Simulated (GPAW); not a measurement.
# MoSe (Fm-3m) in GPAW: a series of runs

The runs below take MoSe through Fermi surface, density of states, with SOGGA, RPBE+D3(BJ).

Everything below comes from runs of GPAW 26.7.0. Logs are shortened: lines on timing, memory, paths and dates and some standing lists are left out, and cuts for length are marked. The log counts tension as positive stress, the text compression.

### 1 The crystal as given

The structure is cubic, space group Fm-3m (No. 225). The conventional cell has a = 5.786 Å, b = 5.786 Å, c = 5.786 Å, α = 90.00°, β = 90.00°, γ = 90.00°. Around Mo (site symmetry m-3m) lie 6 Se at 2.89 Å. Se (site symmetry m-3m) has 6 Mo at 2.89 Å as nearest neighbours.

The cell was built by a generator and needn't be a form met in nature.

### 2 Fermi surface, SOGGA

run.py

```python
import json
import numpy as np
from ase.dft.bandgap import bandgap
from ase.io import write
from ase.spacegroup import crystal
from ase.units import GPa
from gpaw import GPAW, PW, setup_paths

setup_paths.insert(0, '.')

# Mo 4a
# Se 4b
atoms = crystal(['Mo', 'Se'],
                basis=[[0.0, 0.0, 0.0],
                       [0.5, 0.0, 0.0]],
                spacegroup=225, setting=1,  # Fm-3m
                cellpar=[5.78575902, 5.78575902, 5.78575902, 90.0, 90.0, 90.0],
                primitive_cell=True)

calc = GPAW(mode=PW(510),
            xc='GGA_X_SOGGA+GGA_C_PBE_SOL',
            kpts={'size': (4, 4, 4), 'gamma': True},
            occupations={'name': 'fermi-dirac', 'width': 0.01},
            nbands=20,
            convergence={'density': 1e-05, 'energy': 1e-05},
            mixer={'backend': 'msr1', 'nmaxold': 20},
            maxiter=50,
            txt='gpaw.txt')
atoms.calc = calc
energy = atoms.get_potential_energy()
forces = atoms.get_forces()
stress = atoms.get_stress()
calc.write('gs.gpw')
write('result.traj', atoms)
print(f'Energy: {energy:.6f} eV')
print('Forces (eV/A):')
print(forces.round(4))
print('Stress (GPa):', (stress / GPa).round(3))
print('Fermi level:', round(calc.get_fermi_level(), 4), 'eV')
print(f'Gap: {bandgap(calc)[0]:.4f} eV, direct: {bandgap(calc, direct=True)[0]:.4f} eV')

size = (6, 6, 6)
dense = calc.fixed_density(kpts={'size': size, 'gamma': True}, update_fermi_level=True,
                           convergence={'bands': 'CBM+2.0', 'eigenstates': 1e-7}, txt='dense.txt')
ef = dense.get_fermi_level()
index = np.round(dense.get_bz_k_points() * size).astype(int) % size
recip = 2 * np.pi * atoms.cell.reciprocal()
sheets = []
for s, e_kn in enumerate(dense.eigenvalues()):
    for n in range(e_kn.shape[1] - 2):
        if e_kn[:, n].min() < ef < e_kn[:, n].max():
            e = np.empty(size)
            e[tuple(index.T)] = e_kn[dense.get_bz_to_ibz_map(), n] - ef
            de = np.array([(np.roll(e, -1, c) - np.roll(e, 1, c)) * size[c] / 2 for c in range(3)])
            v = np.linalg.norm(np.einsum('vc,cxyz->vxyz', np.linalg.inv(recip), de), axis=0)
            w = np.exp(-(e / 0.1)**2) / (0.1 * np.pi**0.5)
            sheets.append({'spin': s, 'band': n, 'filled': (e < 0).mean(), 'dos': w.mean(), 'bottom': e.min(), 'top': e.max(),
                           'velocity': (w * v).sum() / w.sum() * 1.519267e5, 'slice': e[:, :, 0].round(3).tolist()})
            print(f'spin {s} band {n}: filled share {sheets[-1]["filled"]:.3f}, from {e.min():.3f} to {e.max():.3f} eV,',
                  f'{w.mean():.3f} states/eV, mean velocity {sheets[-1]["velocity"]:.3e} m/s')
print('Fermi level on the dense mesh:', round(ef, 4), 'eV,', len(sheets), 'sheets')
json.dump({'ef': ef, 'sheets': sheets}, open('fermi.json', 'w'))
```

Potentials or basis: PAW data sets generated in the run's folder for this functional, pw.

The run is started by

```sh
gpaw-setup -f GGA_X_SOGGA+GGA_C_PBE_SOL Mo Se
OMP_NUM_THREADS=1 python run.py
```

gpaw.txt:

```text
__  _  _
 | _ |_)|_||  |
 |__||  | ||/\| - 26.7.0

Input parameters:
  mode=PW(ecut=510.0),
  convergence={'density': 1e-05, 'energy': 1e-05},
  kpts=MonkhorstPack(size=(4, 4, 4), gamma=True),
  maxiter=50,
  mixer=MSR1(name='msr1', nmaxold=20, beta=0.05, reg=0.005, gb_scale=1.0, max_A=0.75, trust_scale=1.0, soft_lim=4.0, hard_lim=6.0, weight=20.0, sigma=0.015, g_ss=None),
  nbands=20,
  occupations=Occupations(name='fermi-dirac', width=0.01),
  xc=XC(name='GGA_X_SOGGA+GGA_C_PBE_SOL')

Diagonalizing LCAO Hamiltonian
Converting LCAO to pw mode

                Se

       Mo

Atoms  # Å, Bohr magnetons
|   | symbol |        x |        y |        z |    initial magnetic moments |
|---|--------|----------|----------|----------|-----------------------------|
| 0 |     Mo | 0.000000 | 0.000000 | 0.000000 | ( 0.0000,  0.0000,  0.0000) |
| 1 |     Se | 2.892880 | 2.892880 | 2.892880 | ( 0.0000,  0.0000,  0.0000) |

Unit cell  # Å
| periodic |        x |        y |        z |  lengths |    angles |
|----------|----------|----------|----------|----------|-----------|
|      yes | 0.000000 | 2.892880 | 2.892880 | 4.091149 | 60.000000 |
|      yes | 2.892880 | 0.000000 | 2.892880 | 4.091149 | 60.000000 |
|      yes | 2.892880 | 2.892880 | 0.000000 | 4.091149 | 60.000000 |

Number of symmetries: 48
Symmetry operations  # r_c * U_cc + t_c -> r_c
|    | kind |            matrix            |
|----|------|------------------------------|
|  0 |  σ   |  1, 0, 0,  1, 0,-1,  1,-1, 0 |
|  1 |  C2  |  1, 0, 0,  1,-1, 0,  1, 0,-1 |
|  2 |  E   |  1, 0, 0,  0, 1, 0,  0, 0, 1 |
|  3 |  σ   |  1, 0, 0,  0, 0, 1,  0, 1, 0 |
|  4 |  C4  |  1, 0,-1,  1, 0, 0,  1,-1, 0 |
|  5 |  S6  |  1, 0,-1,  1,-1, 0,  1, 0, 0 |
|  6 |  σ   |  1, 0,-1,  0, 1,-1,  0, 0,-1 |
|  7 |  C3  |  1, 0,-1,  0, 0,-1,  0, 1,-1 |
|  8 |  S6  |  1,-1, 0,  1, 0, 0,  1, 0,-1 |
|  9 |  C4  |  1,-1, 0,  1, 0,-1,  1, 0, 0 |
| 10 |  C3  |  1,-1, 0,  0,-1, 1,  0,-1, 0 |
| 11 |  σ   |  1,-1, 0,  0,-1, 0,  0,-1, 1 |
| 12 |  σ   |  0, 1, 0,  1, 0, 0,  0, 0, 1 |
| 13 |  C4  |  0, 1, 0,  0, 1,-1, -1, 1, 0 |
| 14 |  C3  |  0, 1, 0,  0, 0, 1,  1, 0, 0 |
| 15 |  S6  |  0, 1, 0, -1, 1, 0,  0, 1,-1 |
| 16 |  C2  |  0, 1,-1,  1, 0,-1,  0, 0,-1 |
| 17 |  σ   |  0, 1,-1,  0, 1, 0, -1, 1, 0 |
| 18 |  S4  |  0, 1,-1,  0, 0,-1,  1, 0,-1 |
| 19 |  C4  |  0, 1,-1, -1, 1, 0,  0, 1, 0 |
| 20 |  C3  |  0, 0, 1,  1, 0, 0,  0, 1, 0 |
| 21 |  σ   |  0, 0, 1,  0, 1, 0,  1, 0, 0 |
| 22 |  S6  |  0, 0, 1,  0,-1, 1, -1, 0, 1 |
| 23 |  C4  |  0, 0, 1, -1, 0, 1,  0,-1, 1 |
| 24 |  S4  |  0, 0,-1,  1, 0,-1,  0, 1,-1 |
| 25 |  C3  |  0, 0,-1,  0, 1,-1,  1, 0,-1 |
| 26 |  C2  |  0, 0,-1,  0,-1, 0, -1, 0, 0 |
| 27 |  S6  |  0, 0,-1, -1, 0, 0,  0,-1, 0 |
| 28 |  S4  |  0,-1, 1,  1,-1, 0,  0,-1, 0 |
| 29 |  C4  |  0,-1, 1,  0, 0, 1, -1, 0, 1 |
| 30 |  C2  |  0,-1, 1,  0,-1, 0,  1,-1, 0 |
| 31 |  σ   |  0,-1, 1, -1, 0, 1,  0, 0, 1 |
| 32 |  C3  |  0,-1, 0,  1,-1, 0,  0,-1, 1 |
| 33 |  S6  |  0,-1, 0,  0, 0,-1, -1, 0, 0 |
| 34 |  S4  |  0,-1, 0,  0,-1, 1,  1,-1, 0 |
| 35 |  C2  |  0,-1, 0, -1, 0, 0,  0, 0,-1 |
| 36 |  C2  | -1, 1, 0,  0, 1, 0,  0, 1,-1 |
| 37 |  S6  | -1, 1, 0,  0, 1,-1,  0, 1, 0 |
| 38 |  S4  | -1, 1, 0, -1, 0, 1, -1, 0, 0 |
| 39 |  C3  | -1, 1, 0, -1, 0, 0, -1, 0, 1 |
| 40 |  S6  | -1, 0, 1,  0, 0, 1,  0,-1, 1 |
| 41 |  C2  | -1, 0, 1,  0,-1, 1,  0, 0, 1 |
| 42 |  C3  | -1, 0, 1, -1, 1, 0, -1, 0, 0 |
| 43 |  S4  | -1, 0, 1, -1, 0, 0, -1, 1, 0 |
| 44 |  C2  | -1, 0, 0,  0, 0,-1,  0,-1, 0 |
| 45 |  i   | -1, 0, 0,  0,-1, 0,  0, 0,-1 |
| 46 |  σ   | -1, 0, 0, -1, 1, 0, -1, 0, 1 |
| 47 |  C2  | -1, 0, 0, -1, 0, 1, -1, 1, 0 |

BZ-sampling:
  Number of BZ points: 64
  Number of IBZ points: 8

  Monkhorst-Pack size: [4, 4, 4]
  Monkhorst-Pack shift: [0.125, 0.125, 0.125]

K-points  # in reciprocal-cell coordinates
|   |                                coordinates |     weight |
|---|--------------------------------------------|------------|
| 0 | (  0.00000000,   0.00000000,   0.00000000) | 0.01562500 |
| 1 | (  0.25000000,   0.25000000,   0.00000000) | 0.09375000 |
| 2 | (  0.25000000,   0.25000000,   0.25000000) | 0.12500000 |
| 3 | (  0.50000000,   0.25000000,  -0.25000000) | 0.09375000 |
| 4 | (  0.50000000,   0.25000000,   0.25000000) | 0.18750000 |
| 5 | (  0.50000000,   0.50000000,   0.00000000) | 0.04687500 |
| 6 | (  0.50000000,   0.50000000,   0.25000000) | 0.37500000 |
| 7 | (  0.50000000,   0.50000000,   0.50000000) | 0.06250000 |

Plane wave coefficients: 1283
Cutoff: 510.0 eV

Spin-components: 1 (collinear spins)
Bands:           20
Projectors:      11
Spin-degeneracy: 2
Datatype:        complex128

Parallelization:
  kpt:    1
  domain: 1
  band:   1

Density:
  Valence electrons: 20.0
  Components: 1
  Grid points: [24 24 24]
  Charge: 0.0  # |e|

Potential:
  Grid points: [24 24 24]

species:
  Mo:
    name:    Molybdenum
    Z:       42.0
    valence: 14
    core:    28
    charge:  0.0  # [|e|]
    compensation charges:
      type: gauss
      rc: 0.38  # [Å]
      lmax: 2
    cutoffs:
      filter: 2.16  # [Å]
      core: 1.42  # [Å]
    projectors
    | kind |    occ | energy [eV] | rcut [Å] |
    |------|--------|-------------|----------|
    |   4s |  2.000 |     -64.274 |    1.238 |
    |   5s |  1.000 |      -4.129 |    1.238 |
    |   4p |  6.000 |     -38.472 |    1.296 |
    |   5p |  0.000 |      -1.027 |    1.296 |
    |   4d |  5.000 |      -3.780 |    1.296 |
    |    d |        |      23.431 |    1.296 |

    Using partial waves for Mo as LCAO basis

  Se:
    name:    Selenium
    Z:       34.0
    valence: 6
    core:    28
    charge:  0.0  # [|e|]
    compensation charges:
      type: gauss
      rc: 0.27  # [Å]
      lmax: 2
    cutoffs:
      filter: 1.77  # [Å]
      core: 2.67  # [Å]
    projectors
    | kind |    occ | energy [eV] | rcut [Å] |
    |------|--------|-------------|----------|
    |   4s |  2.000 |     -17.294 |    0.847 |
    |   4p |  4.000 |      -6.521 |    1.005 |
    |    s |        |       9.918 |    0.847 |
    |    p |        |      20.690 |    1.005 |
    |    d |        |       0.000 |    0.847 |

    Using partial waves for Se as LCAO basis

Reference energy: -176132.152796  # eV

eigensolver:
  PPCG
  Converge bands: occupied
  niter=2

density mixing:
  MSR1-Mixer
  Pratt-step length: 0.05
  Maximum mixing coefficient: 0.75
  Old densities: 20
  SVD Regularization: 0.005
  Good broyden scale: 1.0
  Trust region scale: 1.0
  Backstep threshold: 4.0
  History deletion threshold: 6.0
  Fourier metric: weight=20.0, sigma=0.015

occupation numbers:
  Fermi-Dirac:
    width: 0.0100  # eV

poisson solver:
  ecut: 4080.0  # eV

xc functional:
  name: GGA_X_SOGGA+GGA_C_PBE_SOL with 2 nearest neighbor stencil

convergence criteria:
- Maximum integral of absolute [dens]ity change: 1e-05 electrons / valence electron
- Maximum [total energy] change in last 3 cyles: 1e-05 eV / valence electron
- Maximum integral of absolute [eigenst]ate change: 4e-08 eV^2 / valence electron
maximum number of iterations: 50

SCF iterations
|iter     | |      energy | eigst |  dens |
|---------|-|-------------|-------|-------|
|iter:   1| |  -14.240615 | +0.21 |       |
|iter:   2| |  -13.973344 | -1.93 | -1.07 |
|iter:   3| |  -13.554998 | -1.49 | -1.16 |
|iter:   4| |  -13.546862 | -3.27 | -1.72 |
|iter:   5| |  -13.546654 | -3.39 | -1.94 |
|iter:   6| |  -13.546848 | -4.59 | -2.47 |
|iter:   7| |  -13.546825c| -5.79 | -3.26 |
|iter:   8| |  -13.546825c| -7.12 | -4.03 |
|iter:   9| |  -13.546825c| -8.47c| -4.68 |
|iter:  10| |  -13.546825c| -8.96c| -5.51c|

Converged in 10 steps
Energy contributions relative to reference atoms: (reference = -176132.152796)

Energy contributions:
  Kinetic:         -30.525499
  Coulomb:          23.269517
  Zero:             -0.416969
  External:          0.000000
  Xc:               -5.871285
  Entropy:          -0.005179
  Spinorbit:         0.000000
  ----------------------------
  Free energy:     -13.549414
  Extrapolated:    -13.546825

dipole moment: (-21.420411, -21.420411, -21.420411)  # |e|*Ang

Fermi level: 7.209
Eigenvalues  # (at kpt = [0.000, 0.000, 0.000])
| band index |      eig [eV] | occ [0-2] |
|------------|---------------|-----------|
|          0 |       -54.117 |     2.000 |
|        ... |               |           |
|          5 |         5.061 |     2.000 |
|          6 |         5.061 |     2.000 |
|          7 |         5.061 |     2.000 |
|          8 |         6.013 |     2.000 |
|          9 |         6.013 |     2.000 |
|         10 |         6.013 |     2.000 |
|         11 |         6.176 |     2.000 |
|         12 |         6.176 |     2.000 |
|         13 |         7.790 |     0.000 |
|         14 |        15.328 |     0.000 |
|         15 |        17.155 |     0.000 |
|         16 |        17.155 |     0.000 |
|         17 |        17.155 |     0.000 |
|         18 |        18.904 |     0.000 |
|         19 |        18.904 |     0.000 |

No gap
No difference between direct/indirect transitions

Forces  # eV/Ang
|        x |        y |        z |
|----------|----------|----------|
|  0.00000 | -0.00000 |  0.00000 |  # Mo   0
| -0.00000 | -0.00000 | -0.00000 |  # Se   1

Stress tensor  # eV/Ang^3
|         x |         y |         z |
|-----------|-----------|-----------|
|  0.152513 |  0.000000 | -0.000000 |
|  0.000000 |  0.152513 | -0.000000 |
| -0.000000 | -0.000000 |  0.152513 |

# Writing to gs.gpw (mode='')
```

It took 13 s on 1 thread of Arm Neoverse V2, shared host; peak memory 0.18 GiB.

Results:

- Free energy: -13.5494 eV
- Pressure: -24.4 GPa
- Band gap on the k mesh: none (metal or under the smearing width)

Levels at points of the mesh, in eV from the Fermi level:
| k point | band 7 | band 8 | band 9 | band 10 | band 11 | band 12 | band 13 | band 14 |
| --- | --- | --- | --- | --- | --- | --- | --- | --- |
| (0.00, 0.00, 0.00) | -2.15 | -2.15 | -1.20 | -1.20 | -1.20 | -1.03 | -1.03 | 0.58 |
| (0.50, 0.50, 0.00) | -3.24 | -3.24 | -2.17 | -0.53 | 0.22 | 0.22 | 0.45 | 1.42 |
| (0.50, 0.50, 0.50) | -4.19 | -4.19 | -0.13 | -0.13 | 0.18 | 2.34 | 2.73 | 2.73 |

Caveat: the k mesh is coarse (spacing up to 0.47 Å⁻¹), so the values aren't converged; the cutoff is short for stress and forces, so pressures can be off by a GPa or more; so large a pressure means that the cell lies far from this level's equilibrium, or that cutoff or potentials fall short.

### 3 Density of states, RPBE+D3(BJ)

run.py

```python
import numpy as np
from ase import Atoms
from ase.calculators.mixing import SumCalculator
from ase.dft.bandgap import bandgap
from ase.io import write
from ase.units import GPa
from dftd3.ase import DFTD3
from gpaw import GPAW, PW

atoms = Atoms(['Mo', 'Se'],
              cell=[[0.0, 2.89287951, 2.89287951],
                    [2.89287951, 0.0, 2.89287951],
                    [2.89287951, 2.89287951, 0.0]],
              scaled_positions=[[0.0, 0.0, 0.0],
                                [0.5, 0.5, 0.5]],
              pbc=True)

calc = GPAW(mode=PW(510),
            xc='RPBE',
            kpts={'size': (4, 4, 4), 'gamma': True},
            occupations={'name': 'marzari-vanderbilt', 'width': 0.025},
            nbands=20,
            convergence={'density': 1e-05, 'energy': 1e-05},
            maxiter=100,
            txt='gpaw.txt')
atoms.calc = SumCalculator([calc, DFTD3(method='rpbe', damping='d3bj')])
energy = atoms.get_potential_energy()
forces = atoms.get_forces()
stress = atoms.get_stress()
calc.write('gs.gpw')
write('result.traj', atoms)
print(f'Energy: {energy:.6f} eV')
print('Forces (eV/A):')
print(forces.round(4))
print('Stress (GPa):', (stress / GPa).round(3))
print('Fermi level:', round(calc.get_fermi_level(), 4), 'eV')
print(f'Gap: {bandgap(calc)[0]:.4f} eV, direct: {bandgap(calc, direct=True)[0]:.4f} eV')

dense = calc.fixed_density(kpts={'size': (6, 6, 6), 'gamma': True}, update_fermi_level=True,
                           nbands=32, convergence={'bands': 'CBM+6.0', 'eigenstates': 1e-6}, txt='dos.txt')
ef = dense.get_fermi_level()
dos = dense.dos(shift_fermi_level=False)
energies = np.linspace(ef - 14, ef + 6, 401)
spins = [None]
columns = [energies] + [dos.raw_dos(energies, spin=s, width=0.05) for s in spins]
for symbol, l in [('Mo', 0), ('Mo', 1), ('Mo', 2), ('Se', 0), ('Se', 1), ('Se', 2)]:
    for s in spins:
        columns.append(sum(dos.raw_pdos(energies, a=a.index, l=l, spin=s, width=0.05)
                           for a in atoms if a.symbol == symbol))
np.savetxt('dos.dat', np.array(columns).T, fmt='%.4f')
print('Fermi level on the dense mesh:', round(ef, 4), 'eV')
```

Potentials or basis: the program's PAW data sets (release 1.2.1) made for this functional, pw.

The run is started by

```sh
OMP_NUM_THREADS=1 python run.py
```

It took 11 s on 1 thread of Arm Neoverse V2, shared host; peak memory 0.18 GiB.

The run converged. Its results:

```yaml
Free_energy: -16.2010 eV
Pressure: -39.8 GPa
Band_gap_on_the_k_mesh: none (metal or under the smearing width)
Dispersion_energy_per_atom: -2.221 eV
Density_of_states_at_the_Fermi_level: 6.77 states/eV per cell
```

Levels at points of the mesh, in eV from the Fermi level:
```csv
k point,band 6,band 7,band 8,band 9,band 10,band 11,band 12,band 13,band 14,band 15
"(0.00, 0.00, 0.00)",-2.16,-2.16,-2.16,-1.18,-1.18,-1.18,-0.99,-0.99,0.78,8.29
"(0.50, 0.50, 0.00)",-4.98,-3.25,-3.25,-2.13,-0.50,0.20,0.20,0.49,1.58,7.63
"(0.50, 0.50, 0.50)",-6.04,-4.18,-4.18,-0.13,-0.13,0.19,2.48,2.72,2.72,5.70
```

States per cell in windows of 1 eV (zero at the Fermi level; states under -8 eV left out):
```
from (eV)  total
     -8.0   0.00
     -7.0   0.00
     -6.0   1.13
     -5.0   1.84
     -4.0   2.75
     -3.0   0.30
     -2.0   0.59
     -1.0   3.28
      0.0   4.32
      1.0   1.52
      2.0   0.64
      3.0   0.74
      4.0   0.67
      5.0   1.19
```

Caveat: the k mesh is coarse (spacing up to 0.47 Å⁻¹), so the values aren't converged; the cutoff is short for stress and forces, so pressures can be off by a GPa or more; a pressure of tens of GPa on the cell as given is suspect, and the run, the potentials or the cell itself is likely at fault; this smearing can pin the Fermi level at a band edge; pairwise dispersion overbinds metals, which lowers pressure and volume.
